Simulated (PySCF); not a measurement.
**C4H9B: NMR shifts at several levels of theory**

Aim: compute the NMR shifts of C4H9B (`BC(=C)CC`) at several levels, and see how far they spread and what each costs.

Programs: PySCF 2.14.0, with density-fitted response routines of our own. Each step states its level of theory. These are calculated values for one molecule in the gas phase, unless marked as measured. Atoms are numbered from 0 throughout.

**1. The molecule as given**

14 atoms, charge 0, multiplicity 1; geometry from: PBE0-D3(BJ)/def2-SVP.

Bonds of the start (Å): B0–C1 1.55, C1–C2 1.35, C1–C3 1.51, C3–C4 1.53, B0–H5 1.21, B0–H6 1.21, C2–H7 1.09, C2–H8 1.10, C3–H9 1.10, C3–H10 1.10, C4–H11 1.10, C4–H12 1.10, C4–H13 1.10.

**2. NMR shieldings: HF/pcSseg-1**

Job settings and geometry (Å):

```
{"job": {"kind": "nmr", "xc": "HF", "basis": "pcSseg-1", "pop": false}, "charge": 0, "multiplicity": 1}
B      1.367549     0.053354    -0.563806
C      0.502200    -0.758089     0.429906
C      1.144105    -1.428440     1.410383
C     -1.001007    -0.795909     0.308993
C     -1.645281     0.538332     0.673207
H      0.870783     0.638724    -1.501349
H      2.567581     0.095134    -0.415399
H      2.233251    -1.383964     1.506120
H      0.611274    -2.047156     2.144486
H     -1.271413    -1.050706    -0.730100
H     -1.415953    -1.596071     0.945395
H     -2.736844     0.507053     0.536151
H     -1.440566     0.801644     1.722621
H     -1.252665     1.353051     0.044083
```

Method: GIAO HF/pcSseg-1 NMR shielding, non-relativistic, gas phase.

Started as:

```sh
OMP_NUM_THREADS=1 python probes_run.py task.json out
```

The driver reads the jobs from task.json and runs them one after another.

The log of the run:

```text
final grid: 104392 points
cycle   1  E = -181.2677666661  dE =  6.590e-01  |g| = 3.766e-01  |ddm| = 2.942e+00
cycle   2  E = -181.3226767062  dE = -5.491e-02  |g| = 1.085e-01  |ddm| = 4.880e-01
cycle   3  E = -181.3270371301  dE = -4.360e-03  |g| = 3.861e-02  |ddm| = 1.610e-01
cycle   4  E = -181.3274977169  dE = -4.606e-04  |g| = 5.897e-03  |ddm| = 4.137e-02
cycle   5  E = -181.3275114541  dE = -1.374e-05  |g| = 1.846e-03  |ddm| = 9.994e-03
cycle   6  E = -181.3275134569  dE = -2.003e-06  |g| = 8.989e-04  |ddm| = 3.002e-03
cycle   7  E = -181.3275138312  dE = -3.742e-07  |g| = 3.100e-04  |ddm| = 1.383e-03
cycle   8  E = -181.3275139200  dE = -8.880e-08  |g| = 1.012e-04  |ddm| = 8.310e-04
cycle   9  E = -181.3275139294  dE = -9.399e-09  |g| = 2.346e-05  |ddm| = 2.939e-04
cycle  10  E = -181.3275139298  dE = -4.807e-10  |g| = 5.931e-06  |ddm| = 7.573e-05
converged SCF energy = -181.3275139298

GIAO shielding tensors (ppm)
atom      isotropic    diamagn.    paramagn.     s11        s22        s33       span
  0 B       43.224     192.111    -148.887      0.838      6.186    122.649    121.811
  1 C       27.390     260.202    -232.812   -105.654     -2.289    190.111    295.765
  2 C       32.590     253.559    -220.969    -98.495     52.526    143.738    242.232
  3 C      160.117     241.982     -81.865    149.181    155.792    175.378     26.197
  4 C      172.140     245.770     -73.630    160.008    167.870    188.541     28.533
  5 H       25.146      30.192      -5.046     20.359     26.490     28.589      8.229
  6 H       25.338      30.870      -5.532     21.062     27.029     27.924      6.862
  7 H       25.249      30.476      -5.227     22.208     24.392     29.147      6.939
  8 H       25.083      30.606      -5.523     21.030     24.605     29.616      8.586
  9 H       29.457      30.693      -1.236     26.001     27.354     35.016      9.015
 10 H       29.728      31.400      -1.672     25.727     28.832     34.624      8.897
 11 H       30.413      29.006       1.406     26.303     27.276     37.659     11.356
 12 H       30.857      30.027       0.829     26.779     29.247     36.543      9.764
 13 H       30.421      30.605      -0.184     26.246     28.814     36.203      9.956
```

Wall time 4.2 s (1 thread of Arm Neoverse V1, shared host); peak memory 0.61 GiB.

The references, computed at this level on geometries of the same kind, shield at (ppm): 1H TMS 31.69, 13C TMS 190.8, 11B BF3·OEt2 115.3. Their shielding less the atom's gives the shift. The references are single molecules in the gas phase. Atoms listed in one row are averaged.

| atoms | environment | σ (ppm) | δ (ppm) |
| --- | --- | --- | --- |
| C1 | fully substituted alkene carbon | 27.4 | 163.5 |
| C2 | terminal =CH2 carbon | 32.6 | 158.3 |
| C3 | allylic sp3 CH2 | 160.1 | 30.7 |
| C4 | methyl carbon | 172.1 | 18.7 |
| H8 | hydrogen on a terminal =CH2 carbon | 25.08 | 6.60 |
| H5, H6 | hydrogen on a boron bonded to C | 25.24 | 6.44 |
| H7 | hydrogen on a terminal =CH2 carbon | 25.25 | 6.44 |
| H9, H10 | hydrogen on an allylic sp3 CH2 | 29.59 | 2.09 |
| H11, H12, H13 | hydrogen on a methyl carbon | 30.56 | 1.12 |
| B0 | boron bonded to C, 2 H | 43.2 | 72.1 |

**3. Shielding tensors: LDA/pcSseg-1**

Same as in step 2 but for these lines:

```diff
@@ -1,2 +1,2 @@
-{"job": {"kind": "nmr", "xc": "HF", "basis": "pcSseg-1", "pop": false}, "charge": 0, "multiplicity": 1}
+{"job": {"kind": "nmr", "xc": "LDA", "basis": "pcSseg-1", "pop": false}, "charge": 0, "multiplicity": 1}
 B      1.367549     0.053354    -0.563806
```

Level: GIAO LDA/pcSseg-1 NMR shielding, non-relativistic, gas phase.

The log of the run:

```text
coarse grid: 11016 points
cycle   1  E = -180.6852831042  dE =  8.594e-02  |g| = 5.461e-01  |ddm| = 3.129e+00
cycle   2  E = -180.5410559546  dE =  1.442e-01  |g| = 8.979e-01  |ddm| = 1.365e+00
cycle   3  E = -180.7630366995  dE = -2.220e-01  |g| = 1.931e-01  |ddm| = 1.015e+00
cycle   4  E = -180.7722570986  dE = -9.220e-03  |g| = 6.313e-02  |ddm| = 1.912e-01
cycle   5  E = -180.7733441429  dE = -1.087e-03  |g| = 1.906e-02  |ddm| = 6.929e-02
cycle   6  E = -180.7734679206  dE = -1.238e-04  |g| = 4.140e-03  |ddm| = 2.321e-02
cycle   7  E = -180.7734722892  dE = -4.369e-06  |g| = 1.318e-03  |ddm| = 4.346e-03
final grid: 104392 points
cycle   8  E = -180.8303499978  dE = -3.692e-05  |g| = 4.421e-03  |ddm| = 2.709e-02
cycle   9  E = -180.8303417404  dE =  8.257e-06  |g| = 7.129e-03  |ddm| = 8.840e-03
cycle  10  E = -180.8303550678  dE = -1.333e-05  |g| = 4.970e-04  |ddm| = 5.736e-03
cycle  11  E = -180.8303550910  dE = -2.321e-08  |g| = 4.290e-04  |ddm| = 8.057e-04
cycle  12  E = -180.8303551457  dE = -5.467e-08  |g| = 9.582e-05  |ddm| = 3.999e-04
cycle  13  E = -180.8303551480  dE = -2.343e-09  |g| = 1.861e-05  |ddm| = 8.862e-05
cycle  14  E = -180.8303551481  dE = -7.464e-11  |g| = 7.006e-06  |ddm| = 1.910e-05
converged SCF energy = -180.8303551481

GIAO shielding tensors (ppm)
atom      isotropic    diamagn.    paramagn.     s11        s22        s33       span
  0 B        7.782     195.138    -187.356    -51.912    -36.510    111.767    163.679
  1 C        0.384     257.609    -257.225   -115.416    -55.753    172.323    287.739
  2 C       13.288     253.675    -240.386    -86.965      2.851    123.979    210.943
  3 C      142.398     246.645    -104.247    128.518    135.253    163.425     34.907
  4 C      163.028     248.371     -85.342    151.375    155.217    182.493     31.118
  5 H       23.281      29.743      -6.462     16.377     25.816     27.651     11.274
  6 H       23.585      30.077      -6.492     17.651     26.411     26.694      9.042
  7 H       24.238      29.789      -5.551     21.774     23.909     27.031      5.257
  8 H       23.942      29.943      -6.001     19.810     24.302     27.715      7.904
  9 H       28.139      30.135      -1.996     25.091     26.352     32.974      7.883
 10 H       28.666      30.474      -1.808     25.239     27.826     32.934      7.695
 11 H       29.556      28.155       1.401     25.760     26.652     36.256     10.496
 12 H       30.055      29.579       0.476     26.173     28.611     35.381      9.208
 13 H       29.560      30.268      -0.708     25.742     27.954     34.985      9.243
```

Run time: 13 s. Hardware: 1 thread of Arm Neoverse V1, shared host; peak memory 0.56 GiB.

In short: δ C1 180.3, C2 167.4, C3 38.3, C4 17.7, H5 7.39, H8 6.89 ppm (means over like atoms).

**4. Nuclear shieldings: PBE/pcSseg-1**

Same as in step 3 but for these lines:

```diff
@@ -1,2 +1,2 @@
-{"job": {"kind": "nmr", "xc": "LDA", "basis": "pcSseg-1", "pop": false}, "charge": 0, "multiplicity": 1}
+{"job": {"kind": "nmr", "xc": "PBE", "basis": "pcSseg-1", "pop": false}, "charge": 0, "multiplicity": 1}
 B      1.367549     0.053354    -0.563806
```

Level: GIAO PBE/pcSseg-1 NMR shielding, non-relativistic, gas phase.

The log of the run:

```text
coarse grid: 11016 points
cycle   1  E = -182.2346106411  dE =  8.576e-02  |g| = 5.083e-01  |ddm| = 3.127e+00
cycle   2  E = -182.1184947972  dE =  1.161e-01  |g| = 8.166e-01  |ddm| = 1.311e+00
cycle   3  E = -182.3032320095  dE = -1.847e-01  |g| = 1.846e-01  |ddm| = 9.521e-01
cycle   4  E = -182.3116812038  dE = -8.449e-03  |g| = 5.875e-02  |ddm| = 1.800e-01
cycle   5  E = -182.3126375697  dE = -9.564e-04  |g| = 1.649e-02  |ddm| = 6.356e-02
cycle   6  E = -182.3127293185  dE = -9.175e-05  |g| = 3.761e-03  |ddm| = 2.031e-02
cycle   7  E = -182.3127328989  dE = -3.580e-06  |g| = 1.173e-03  |ddm| = 3.861e-03
final grid: 104392 points
cycle   8  E = -182.3536926294  dE = -2.652e-05  |g| = 1.235e-02  |ddm| = 3.295e-02
cycle   9  E = -182.3536333562  dE =  5.927e-05  |g| = 1.917e-02  |ddm| = 2.754e-02
cycle  10  E = -182.3537339373  dE = -1.006e-04  |g| = 1.300e-03  |ddm| = 1.760e-02
cycle  11  E = -182.3537344506  dE = -5.132e-07  |g| = 2.477e-04  |ddm| = 1.534e-03
cycle  12  E = -182.3537344618  dE = -1.127e-08  |g| = 1.642e-04  |ddm| = 3.634e-04
cycle  13  E = -182.3537344692  dE = -7.332e-09  |g| = 4.329e-05  |ddm| = 1.494e-04
cycle  14  E = -182.3537344696  dE = -4.635e-10  |g| = 1.502e-05  |ddm| = 4.896e-05
converged SCF energy = -182.3537344696

GIAO shielding tensors (ppm)
atom      isotropic    diamagn.    paramagn.     s11        s22        s33       span
  0 B       18.331     195.200    -176.868    -33.234    -24.415    112.643    145.877
  1 C        9.452     257.173    -247.722   -101.869    -41.703    171.927    273.796
  2 C       21.073     253.004    -231.932    -79.072     16.430    125.860    204.932
  3 C      142.124     245.977    -103.853    129.732    135.247    161.392     31.660
  4 C      161.112     247.393     -86.282    149.736    153.721    179.877     30.141
  5 H       24.018      30.392      -6.374     17.653     26.293     28.107     10.454
  6 H       24.298      30.522      -6.224     18.859     26.903     27.132      8.273
  7 H       24.687      30.178      -5.491     22.118     24.370     27.574      5.455
  8 H       24.459      30.395      -5.936     20.431     24.774     28.172      7.741
  9 H       28.573      30.597      -2.024     25.681     26.811     33.227      7.546
 10 H       29.069      30.789      -1.720     25.743     28.297     33.168      7.425
 11 H       29.907      28.446       1.461     26.293     27.106     36.322     10.029
 12 H       30.424      29.951       0.473     26.751     29.016     35.505      8.755
 13 H       29.925      30.805      -0.880     26.260     28.437     35.078      8.818
```

Run time: 15 s. Hardware: 1 thread of Arm Neoverse V1, shared host; peak memory 0.56 GiB.

In short: δ C1 170.6, C2 159.0, C3 37.9, C4 18.9, H5 7.04, H8 6.74 ppm (means over like atoms).

**5. NMR shieldings: BLYP/pcSseg-1**

Same as in step 4 but for these lines:

```diff
@@ -1,2 +1,2 @@
-{"job": {"kind": "nmr", "xc": "PBE", "basis": "pcSseg-1", "pop": false}, "charge": 0, "multiplicity": 1}
+{"job": {"kind": "nmr", "xc": "BLYP", "basis": "pcSseg-1", "pop": false}, "charge": 0, "multiplicity": 1}
 B      1.367549     0.053354    -0.563806
```

With the program's defaults for keys left out, this is: GIAO BLYP/pcSseg-1 NMR shielding, non-relativistic, gas phase.

The log of the run:

```text
coarse grid: 11016 points
cycle   1  E = -182.3880149830  dE =  7.966e-02  |g| = 5.322e-01  |ddm| = 3.147e+00
cycle   2  E = -182.2597649081  dE =  1.283e-01  |g| = 8.551e-01  |ddm| = 1.370e+00
cycle   3  E = -182.4642341409  dE = -2.045e-01  |g| = 1.715e-01  |ddm| = 1.007e+00
cycle   4  E = -182.4708950079  dE = -6.661e-03  |g| = 7.019e-02  |ddm| = 1.795e-01
cycle   5  E = -182.4722493670  dE = -1.354e-03  |g| = 1.833e-02  |ddm| = 7.161e-02
cycle   6  E = -182.4723620785  dE = -1.127e-04  |g| = 4.496e-03  |ddm| = 2.282e-02
cycle   7  E = -182.4723674536  dE = -5.375e-06  |g| = 1.301e-03  |ddm| = 4.553e-03
final grid: 104392 points
cycle   8  E = -182.5201344634  dE = -3.146e-05  |g| = 8.939e-03  |ddm| = 2.672e-02
cycle   9  E = -182.5200996089  dE =  3.485e-05  |g| = 1.433e-02  |ddm| = 1.913e-02
cycle  10  E = -182.5201554740  dE = -5.587e-05  |g| = 9.204e-04  |ddm| = 1.267e-02
cycle  11  E = -182.5201556534  dE = -1.794e-07  |g| = 5.855e-04  |ddm| = 1.313e-03
cycle  12  E = -182.5201557522  dE = -9.882e-08  |g| = 1.523e-04  |ddm| = 5.651e-04
cycle  13  E = -182.5201557581  dE = -5.901e-09  |g| = 2.761e-05  |ddm| = 1.285e-04
cycle  14  E = -182.5201557583  dE = -1.520e-10  |g| = 1.214e-05  |ddm| = 3.423e-05
converged SCF energy = -182.5201557583

GIAO shielding tensors (ppm)
atom      isotropic    diamagn.    paramagn.     s11        s22        s33       span
  0 B       17.037     194.913    -177.876    -32.232    -25.372    108.714    140.946
  1 C        3.277     256.369    -253.093   -109.088    -48.514    167.432    276.519
  2 C       17.468     252.480    -235.011    -83.806     15.273    120.938    204.744
  3 C      136.410     245.578    -109.168    123.608    129.713    155.908     32.299
  4 C      155.569     246.212     -90.643    143.703    148.068    174.937     31.234
  5 H       24.428      30.863      -6.435     18.278     26.592     28.413     10.136
  6 H       24.713      30.868      -6.155     19.456     27.296     27.385      7.929
  7 H       24.996      30.345      -5.349     22.454     24.652     27.882      5.427
  8 H       24.773      30.555      -5.782     20.829     25.074     28.417      7.588
  9 H       28.757      30.803      -2.046     26.027     27.109     33.135      7.108
 10 H       29.262      30.689      -1.427     26.077     28.594     33.115      7.039
 11 H       30.048      28.437       1.611     26.604     27.359     36.181      9.578
 12 H       30.576      30.096       0.480     27.089     29.246     35.392      8.303
 13 H       30.073      31.146      -1.072     26.574     28.695     34.951      8.377
```

It took 15 s on 1 thread of Arm Neoverse V1, shared host; peak memory 0.56 GiB.

This run: δ C1 172.0, C2 157.8, C3 38.9, C4 19.7, H5 6.79, H8 6.59 ppm (means over like atoms).

**6. Nuclear shieldings: BP86/pcSseg-1**

Same as in step 5 but for these lines:

```diff
@@ -1,2 +1,2 @@
-{"job": {"kind": "nmr", "xc": "BLYP", "basis": "pcSseg-1", "pop": false}, "charge": 0, "multiplicity": 1}
+{"job": {"kind": "nmr", "xc": "BP86", "basis": "pcSseg-1", "pop": false}, "charge": 0, "multiplicity": 1}
 B      1.367549     0.053354    -0.563806
```

Level: GIAO BP86/pcSseg-1 NMR shielding, non-relativistic, gas phase.

The log of the run:

```text
coarse grid: 11016 points
cycle   1  E = -182.5041673527  dE =  8.505e-02  |g| = 4.964e-01  |ddm| = 3.127e+00
cycle   2  E = -182.4003776896  dE =  1.038e-01  |g| = 7.851e-01  |ddm| = 1.204e+00
cycle   3  E = -182.5692876118  dE = -1.689e-01  |g| = 1.789e-01  |ddm| = 8.757e-01
cycle   4  E = -182.5772047225  dE = -7.917e-03  |g| = 5.843e-02  |ddm| = 1.772e-01
cycle   5  E = -182.5781652080  dE = -9.605e-04  |g| = 1.557e-02  |ddm| = 6.286e-02
cycle   6  E = -182.5782465139  dE = -8.131e-05  |g| = 3.649e-03  |ddm| = 1.937e-02
cycle   7  E = -182.5782499675  dE = -3.454e-06  |g| = 1.127e-03  |ddm| = 3.718e-03
final grid: 104392 points
cycle   8  E = -182.6182785796  dE = -3.957e-05  |g| = 5.095e-03  |ddm| = 2.901e-02
cycle   9  E = -182.6182691124  dE =  9.467e-06  |g| = 7.716e-03  |ddm| = 1.086e-02
cycle  10  E = -182.6182852612  dE = -1.615e-05  |g| = 9.763e-04  |ddm| = 6.919e-03
cycle  11  E = -182.6182854272  dE = -1.660e-07  |g| = 4.593e-04  |ddm| = 1.055e-03
cycle  12  E = -182.6182854658  dE = -3.858e-08  |g| = 1.136e-04  |ddm| = 4.411e-04
cycle  13  E = -182.6182854702  dE = -4.432e-09  |g| = 1.968e-05  |ddm| = 1.389e-04
cycle  14  E = -182.6182854703  dE = -9.470e-11  |g| = 8.869e-06  |ddm| = 2.516e-05
converged SCF energy = -182.6182854703

GIAO shielding tensors (ppm)
atom      isotropic    diamagn.    paramagn.     s11        s22        s33       span
  0 B       20.219     194.954    -174.735    -29.926    -21.922    112.505    142.431
  1 C        9.574     257.480    -247.905   -101.303    -41.369    171.395    272.698
  2 C       21.086     253.442    -232.356    -79.179     16.963    125.474    204.653
  3 C      141.955     246.351    -104.395    129.701    135.049    161.116     31.414
  4 C      160.625     247.762     -87.137    149.417    153.341    179.118     29.702
  5 H       24.151      30.462      -6.312     17.916     26.370     28.166     10.250
  6 H       24.429      30.635      -6.206     19.103     26.987     27.196      8.093
  7 H       24.772      30.230      -5.457     22.203     24.449     27.665      5.462
  8 H       24.541      30.444      -5.903     20.565     24.821     28.238      7.672
  9 H       28.667      30.697      -2.030     25.792     26.917     33.293      7.501
 10 H       29.148      30.840      -1.691     25.816     28.400     33.230      7.414
 11 H       29.972      28.493       1.480     26.371     27.164     36.382     10.011
 12 H       30.476      30.035       0.441     26.809     29.080     35.539      8.731
 13 H       29.989      30.924      -0.935     26.335     28.517     35.116      8.781
```

Wall time 15 s (1 thread of Arm Neoverse V1, shared host); peak memory 0.56 GiB.

This run: δ C1 170.2, C2 158.7, C3 37.8, C4 19.1, H5 6.98, H8 6.72 ppm (means over like atoms).

**7. Nuclear shieldings: OPBE/pcSseg-1**

Same as in step 6 but for these lines:

```diff
@@ -1,2 +1,2 @@
-{"job": {"kind": "nmr", "xc": "BP86", "basis": "pcSseg-1", "pop": false}, "charge": 0, "multiplicity": 1}
+{"job": {"kind": "nmr", "xc": "OPBE", "basis": "pcSseg-1", "pop": false}, "charge": 0, "multiplicity": 1}
 B      1.367549     0.053354    -0.563806
```

Method: GIAO OPBE/pcSseg-1 NMR shielding, non-relativistic, gas phase.

The log of the run:

```text
coarse grid: 11016 points
cycle   1  E = -182.4603747191  dE =  7.327e-02  |g| = 4.551e-01  |ddm| = 3.118e+00
cycle   2  E = -182.3718568931  dE =  8.852e-02  |g| = 7.208e-01  |ddm| = 1.274e+00
cycle   3  E = -182.5158102016  dE = -1.440e-01  |g| = 1.889e-01  |ddm| = 8.795e-01
cycle   4  E = -182.5251732064  dE = -9.363e-03  |g| = 4.940e-02  |ddm| = 1.783e-01
cycle   5  E = -182.5258614032  dE = -6.882e-04  |g| = 1.422e-02  |ddm| = 5.543e-02
cycle   6  E = -182.5259286714  dE = -6.727e-05  |g| = 3.136e-03  |ddm| = 1.763e-02
cycle   7  E = -182.5259310691  dE = -2.398e-06  |g| = 1.029e-03  |ddm| = 3.331e-03
final grid: 104392 points
cycle   8  E = -182.5375215212  dE = -1.189e-04  |g| = 1.034e-02  |ddm| = 4.917e-02
cycle   9  E = -182.5374917328  dE =  2.979e-05  |g| = 1.461e-02  |ddm| = 2.744e-02
cycle  10  E = -182.5375506996  dE = -5.897e-05  |g| = 3.858e-03  |ddm| = 1.646e-02
cycle  11  E = -182.5375547285  dE = -4.029e-06  |g| = 8.587e-04  |ddm| = 3.533e-03
cycle  12  E = -182.5375549400  dE = -2.114e-07  |g| = 2.204e-04  |ddm| = 8.979e-04
cycle  13  E = -182.5375549557  dE = -1.571e-08  |g| = 4.825e-05  |ddm| = 2.857e-04
cycle  14  E = -182.5375549563  dE = -6.572e-10  |g| = 1.736e-05  |ddm| = 7.112e-05
converged SCF energy = -182.5375549563

GIAO shielding tensors (ppm)
atom      isotropic    diamagn.    paramagn.     s11        s22        s33       span
  0 B       30.143     195.001    -164.858    -17.952    -10.125    118.506    136.458
  1 C       25.388     258.132    -232.744    -81.157    -20.213    177.533    258.689
  2 C       32.589     252.897    -220.309    -65.726     29.001    134.491    200.217
  3 C      149.192     245.798     -96.606    138.741    142.115    166.719     27.979
  4 C      166.856     248.081     -81.224    156.369    159.995    184.205     27.836
  5 H       24.134      30.314      -6.180     17.995     26.293     28.113     10.118
  6 H       24.364      30.368      -6.004     19.157     26.808     27.127      7.970
  7 H       24.586      30.170      -5.585     21.946     24.297     27.514      5.568
  8 H       24.442      30.435      -5.992     20.405     24.696     28.225      7.820
  9 H       28.622      30.574      -1.952     25.613     26.723     33.529      7.916
 10 H       29.065      31.024      -1.960     25.606     28.197     33.390      7.784
 11 H       29.972      28.617       1.354     26.275     27.125     36.514     10.239
 12 H       30.461      29.943       0.518     26.690     28.961     35.731      9.041
 13 H       29.962      30.713      -0.751     26.166     28.430     35.289      9.123
```

Run time: 15 s. Hardware: 1 thread of Arm Neoverse V1, shared host; peak memory 0.56 GiB.

This run: δ C1 159.7, C2 152.5, C3 35.9, C4 18.3, H5 6.98, H8 6.79 ppm (means over like atoms).

[end of part 1 of 2]
